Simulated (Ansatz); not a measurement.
The system is VCrC2.

```
CELL_PARAMETERS angstrom
1.46063 0.84330 4.73939
-1.46063 0.84330 4.73939
0.00000 -1.68659 4.73939
ATOMIC_POSITIONS crystal
Cr 0.50000 0.50000 0.50000
V 0.00000 0.00000 0.00000
C 0.24876 0.24876 0.24876
C 0.75124 0.75124 0.75124
```

The cell comes from a database or a generator and needn't be the stable form of this composition.

Base run:

```yaml
Program: Ansatz 0.2.0
Functional: PBEsol
Potentials_or_basis: Ansatz PAW
Cutoff: "420 eV (not typed: the program's choice for these potentials)"
k_mesh: 9 × 9 × 9
Occupations: fermi-dirac, width 0.05 eV
Spin: collinear spin, ferromagnetic start
Starting_moments: "[3.0, 2.0, 0.0, 0.0] μB"
Fixed_moment: 5 μB
```

Its results: pressure 23.2 GPa; site moments Cr +2.23; V +1.25; C +0.23 μB; largest force 0.092 eV/Å.

Task: The run is repeated on the same cell with these changes: fixed moment from 5 μB to 1.2 μB; moments at the start from [3.0, 2.0, 0.0, 0.0] to [0.72, 0.48, 0.0, 0.0]. What comes out?

Result: Pressure -8.7 GPa; site moments Cr +1.02; V +0.10; C -0.05 μB; largest force 0.047 eV/Å.

Caveats: the total moment is fixed, so each spin has its own Fermi level; the PAW data sets come from PBE, with cores solved anew for the run's functional, which leaves a small shift of forces and pressure; the thresholds are loose for stress.
